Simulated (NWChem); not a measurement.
**C3H5BO (SMILES O=C1CBC1): levels of theory compared**

Wanted: a comparison of 4 runs (HF/STO-3G, HF/3-21G, B3LYP/6-31G*) of C3H5BO. 

Program for the calculation: NWChem 7.3.0.

### Step 1. The molecule

C3H5BO has 10 atoms, charge 0, and is taken as a singlet. As SMILES, `O=C1CBC1`. The coordinates come from a PBE0-D4/def2-TZVP relaxation.

Bond lengths: O1–C2 1.196 Å, C2–C3 1.527 Å, C3–B4 1.580 Å, C2–C5 1.527 Å, B4–C5 1.580 Å, C3–H6 1.089 Å, C3–H7 1.100 Å, B4–H8 1.190 Å, C5–H9 1.089 Å, C5–H10 1.100 Å. Some angles: O1–C2–C3 131.6°, O1–C2–C5 131.6°, C3–C2–C5 95.3°, C2–C3–B4 83.8°, C3–B4–C5 91.1°, C2–C5–B4 83.8°, C2–C3–H6 119.0°, C2–C3–H7 109.4°, B4–C3–H6 126.5°, B4–C3–H7 107.0°.

### Step 2. Energy and gradient at HF/STO-3G (run 1)

Input file test.xyz:

```xyz
10

O     -0.193200     0.326500    -2.162500
C      0.009300     0.244200    -0.986400
C      0.868900    -0.718500    -0.170900
B     -0.239500    -0.501800     0.934300
C     -0.744900     0.810700     0.214000
H      1.164700    -1.668200    -0.614700
H      1.774000    -0.197400     0.175400
H     -0.598300    -1.120000     1.885800
H     -1.781000     1.122100     0.087600
H     -0.177000     1.651200     0.640400
```

Input file run.py:

```python
from ase.io import read
from ase.calculators.nwchem import NWChem

system = read('test.xyz')

calc = NWChem(
    label='test',
    theory='scf',
    memory='2200 mb',
    basis='STO-3G',
    basispar='spherical bse',
    scf={'nopen': '0', 'rhf': None, 'thresh': '1e-08', 'maxiter': '80'},
)
system.calc = calc

forces = system.get_forces()
print("Total energy (eV):", round(system.get_potential_energy(), 6))
print("forces (eV/A):")
for s, f in zip(system.symbols, forces):
    print(f"{s:2s} {f[0]:10.5f} {f[1]:10.5f} {f[2]:10.5f}")
print("dipole (e A):", system.get_dipole_moment().round(4))
```

Command:

```bash
$ export ASE_NWCHEM_COMMAND="nwchem PREFIX.nwi > PREFIX.nwo"
$ python run.py
```

The program printed:

```text
Total energy (eV): -5803.872751
forces (eV/A):
O    -0.16419    0.32864   -1.99219
C     0.07626    0.02437    0.21556
C     0.86019    0.04042    0.66777
B    -0.59202   -0.95187    1.28982
C     0.17705    0.68736    0.82944
H    -0.27850    0.13545    0.22322
H    -0.26904   -0.26755   -0.27274
H     0.31583    0.53772   -0.81041
H     0.19309   -0.31069    0.11097
H    -0.31861   -0.22379   -0.26143
dipole (e A): [ 0.0936 -0.0114  0.4383]
```

The calculator wrote test.nwi:

```
title "test"

permanent_dir test

scratch_dir test

start test

geometry units angstrom nocenter noautosym noautoz
  O  -1.9320000000000001e-01 3.2650000000000001e-01 -2.1625000000000001e+00
  C  9.2999999999999992e-03 2.4420000000000000e-01 -9.8640000000000005e-01
  C  8.6890000000000001e-01 -7.1850000000000003e-01 -1.7090000000000000e-01
  B  -2.3949999999999999e-01 -5.0180000000000002e-01 9.3430000000000002e-01
  C  -7.4490000000000001e-01 8.1069999999999998e-01 2.1400000000000000e-01
  H  1.1647000000000001e+00 -1.6681999999999999e+00 -6.1470000000000002e-01
  H  1.7740000000000000e+00 -1.9739999999999999e-01 1.7540000000000000e-01
  H  -5.9830000000000005e-01 -1.1200000000000001e+00 1.8857999999999999e+00
  H  -1.7809999999999999e+00 1.1221000000000001e+00 8.7599999999999997e-02
  H  -1.7699999999999999e-01 1.6512000000000000e+00 6.4039999999999997e-01
end

memory 2200 mb

basis spherical bse noprint
   * library STO-3G
end

scf
  nopen 0
  rhf
  thresh 1e-08
  maxiter 80
end

task scf gradient
```

test.nwo:

```text
Northwest Computational Chemistry Package (NWChem) 7.3.0
             --------------------------------------------------------

           Job information
           ---------------

    nwchem branch   = 7.3.0
    use scalapack   = T
    input           = test.nwi
    prefix          = test.
    data base       = test/test.db
    status          = startup
    nproc           =        1

           Memory information
           ------------------

[... 5 lines left out ...]
    hardfail = no
[... 141 lines left out ...]
         Quadratically convergent ROHF
[... 15 lines left out ...]
       Final RHF  results
[... 4 lines left out ...]
      Two-electron energy =    225.000937739641
[... 37 lines left out ...]
                       ROHF Final Molecular Orbital Analysis
[... 233 lines left out ...]
                 ----------------------------------------
                 |  Time  |  1-e(secs)   |  2-e(secs)   |
                 ----------------------------------------
                 |  CPU   |       0.00   |       0.16   |
                 ----------------------------------------
                 |  WALL  |       0.00   |       0.16   |
                 ----------------------------------------

 Task  times  cpu:        1.7s     wall:        1.7s
 Total times  cpu:        1.7s     wall:        1.7s
```

It took 2.5 s on 1 thread of AMD EPYC 9R45 (Zen 5), shared host; peak memory 0.1 GiB.

### Step 3. Energy and gradient at HF/3-21G (run 2)

Input file m1.xyz:

```xyz
10

O     -0.193200     0.326500    -2.162500
C      0.009300     0.244200    -0.986400
C      0.868900    -0.718500    -0.170900
B     -0.239500    -0.501800     0.934300
C     -0.744900     0.810700     0.214000
H      1.164700    -1.668200    -0.614700
H      1.774000    -0.197400     0.175400
H     -0.598300    -1.120000     1.885800
H     -1.781000     1.122100     0.087600
H     -0.177000     1.651200     0.640400
```

Input file m1.nw:

```
start m1
memory total 2200 mb
charge 0

geometry noautosym nocenter noautoz
   load m1.xyz
end

basis spherical bse
   * library 3-21G
end

scf
   thresh 1e-08
   maxiter 80
end

task scf gradient
```

Command:

```bash
$ nwchem m1.nw > m1.out
```

The program printed:

```text
[...]
  functions       =    55
[...]
  wavefunction    = RHF
[...]
         Total SCF energy =   -214.804244683662
      One-electron energy =   -587.901287528001
      Two-electron energy =    223.167223299435
 Nuclear repulsion energy =    149.929819544904
        Time for solution =      1.5s
[...]
                         RHF ENERGY GRADIENTS
    atom               coordinates                        gradient
                 x          y          z           x          y          z
   1 O      -0.365095   0.616996  -4.086532   -0.001322  -0.004362   0.011750
   2 C       0.017574   0.461471  -1.864026    0.002882   0.000137   0.011660
   3 C       1.641983  -1.357768  -0.322954   -0.014516   0.003042  -0.000920
   4 B      -0.452589  -0.948265   1.765571    0.009390   0.015567  -0.022374
   5 C      -1.407657   1.532001   0.404401    0.003114  -0.013676  -0.005126
   6 H       2.200964  -3.152441  -1.161615    0.004148  -0.005865  -0.003227
   7 H       3.352374  -0.373032   0.331458    0.002153   0.002400   0.003063
   8 H      -1.130623  -2.116493   3.563645   -0.002293  -0.003173   0.002970
   9 H      -3.365602   2.120462   0.165540   -0.006573   0.004287  -0.000670
  10 H      -0.334481   3.120316   1.210181    0.003018   0.001643   0.002875
[...]
```

Wall time 2.3 s (1 thread of AMD EPYC 9R45 (Zen 5), shared host); peak memory 0.1 GiB.

Run 3 isn't shown in full; the table further down has it.

### Step 4. Energy and forces at B3LYP/6-31G(d) (spherical functions) (run 4)

Input file run.py:

```python
from ase import Atoms
from ase.calculators.nwchem import NWChem

system = Atoms(['O', 'C', 'C', 'B', 'C', 'H', 'H', 'H', 'H', 'H'], positions=[
    [-0.193200, 0.326500, -2.162500],
    [0.009300, 0.244200, -0.986400],
    [0.868900, -0.718500, -0.170900],
    [-0.239500, -0.501800, 0.934300],
    [-0.744900, 0.810700, 0.214000],
    [1.164700, -1.668200, -0.614700],
    [1.774000, -0.197400, 0.175400],
    [-0.598300, -1.120000, 1.885800],
    [-1.781000, 1.122100, 0.087600],
    [-0.177000, 1.651200, 0.640400],
])

calc = NWChem(
    label='job',
    theory='dft',
    memory='2200 mb',
    basis='6-31G*',
    basispar='spherical bse',
    dft={'xc': 'b3lyp', 'mult': '1', 'grid': 'xfine', 'convergence': 'energy 1e-08', 'iterations': '100', 'mulliken': None},
)
system.calc = calc

forces = system.get_forces()
print("Total energy (eV):", round(system.get_potential_energy(), 6))
print("forces (eV/A):")
for s, f in zip(system.symbols, forces):
    print(f"{s:2s} {f[0]:10.5f} {f[1]:10.5f} {f[2]:10.5f}")
print("dipole (e A):", system.get_dipole_moment().round(4))
```

Command:

```bash
$ export ASE_NWCHEM_COMMAND="nwchem PREFIX.nwi > PREFIX.nwo"
$ python run.py
```

The program printed:

```text
Total energy (eV): -5914.406117
forces (eV/A):
O    -0.17797    0.08881   -1.09771
C     0.11950    0.01538    0.43349
C     0.23125   -0.12784    0.12634
B    -0.12295   -0.21170    0.31985
C    -0.10043    0.18805    0.20595
H     0.03574   -0.11375   -0.05600
H     0.13617    0.00190    0.02129
H    -0.00057   -0.00360    0.01265
H    -0.12444    0.03800   -0.01784
H     0.00370    0.12475    0.05188
dipole (e A): [0.1388 0.0036 0.5679]
```

The calculator wrote job.nwi:

```
title "job"

permanent_dir job

scratch_dir job

start job

geometry units angstrom nocenter noautosym noautoz
  O  -1.9320000000000001e-01 3.2650000000000001e-01 -2.1625000000000001e+00
  C  9.2999999999999992e-03 2.4420000000000000e-01 -9.8640000000000005e-01
  C  8.6890000000000001e-01 -7.1850000000000003e-01 -1.7090000000000000e-01
  B  -2.3949999999999999e-01 -5.0180000000000002e-01 9.3430000000000002e-01
  C  -7.4490000000000001e-01 8.1069999999999998e-01 2.1400000000000000e-01
  H  1.1647000000000001e+00 -1.6681999999999999e+00 -6.1470000000000002e-01
  H  1.7740000000000000e+00 -1.9739999999999999e-01 1.7540000000000000e-01
  H  -5.9830000000000005e-01 -1.1200000000000001e+00 1.8857999999999999e+00
  H  -1.7809999999999999e+00 1.1221000000000001e+00 8.7599999999999997e-02
  H  -1.7699999999999999e-01 1.6512000000000000e+00 6.4039999999999997e-01
end

memory 2200 mb

basis spherical bse noprint
   * library 6-31G*
end

dft
  xc b3lyp
  mult 1
  grid xfine
  convergence energy 1e-08
  iterations 100
  mulliken
end

task dft gradient
```

job.nwo:

```text
Northwest Computational Chemistry Package (NWChem) 7.3.0
             --------------------------------------------------------

           Job information
           ---------------

    nwchem branch   = 7.3.0
    use scalapack   = T
    input           = job.nwi
    prefix          = job.
    data base       = job/job.db
    status          = startup
    nproc           =        1

           Memory information
           ------------------

[... 5 lines left out ...]
    hardfail = no
[... 112 lines left out ...]
  convergence criterion.
[... 43 lines left out ...]
          Spatial weights used:  Erf1
[... 32 lines left out ...]
 1-e energy   =    -586.846907
[... 51 lines left out ...]
           Coulomb energy =      254.037976392169
[... 633 lines left out ...]
          Convergence on density requested:  1.00D-05
[... 29 lines left out ...]
          total energy or number of iterations.
[... 36 lines left out ...]
                 ----------------------------------------
                 |  Time  |  1-e(secs)   |  2-e(secs)   |
                 ----------------------------------------
                 |  CPU   |       0.00   |       1.35   |
                 ----------------------------------------
                 |  WALL  |       0.00   |       1.35   |
                 ----------------------------------------

 Task  times  cpu:       24.2s     wall:       24.2s
 Total times  cpu:       24.2s     wall:       24.2s
```

It took 25 s on 1 thread of AMD EPYC 9R45 (Zen 5), shared host; peak memory 0.15 GiB.

### Step 5. All runs side by side

```
run                               level  Cartesian functions  iteration cap  energy (Eh)  dipole moment (D)  HOMO energy (eV)  LUMO energy (eV)  wall time
  1                           HF/STO-3G                   no             80  -213.288391               2.15             -8.29              6.16      2.5 s
  2                            HF/3-21G                   no             80  -214.804245               3.24            -10.51              2.30      2.3 s
  3  B3LYP/6-31G* (Cartesian functions)                  yes            100  -217.354332                  –                 –                 –       26 s
  4  B3LYP/6-31G* (spherical functions)                   no            100  -217.350418               2.81             -6.49             -1.64       25 s
```

### Step 6. Summary of results

| quantity | value |
| --- | --- |
| run 4: total energy | -217.35042 Eh |
| run 4: dipole moment | 2.81 D |
| run 4: HOMO energy | -6.49 eV |
| run 4: LUMO energy | -1.64 eV |
| run 4: HOMO–LUMO gap | 4.85 eV |
| run 4: largest force on an atom | 1.116 eV/Å |

**Reading.** Over runs 1, 2, 4 the dipole moment (its size) runs from 2.15 D (HF/STO-3G) to 3.24 D (HF/3-21G). Over runs 1, 2, 4 the HOMO–LUMO gap runs from 4.85 eV (B3LYP/6-31G*) to 14.45 eV (HF/STO-3G). The two ends differ in method and basis. In run 1 the basis is minimal, so the values are rough. All runs together took 56 s, the longest 26 s.
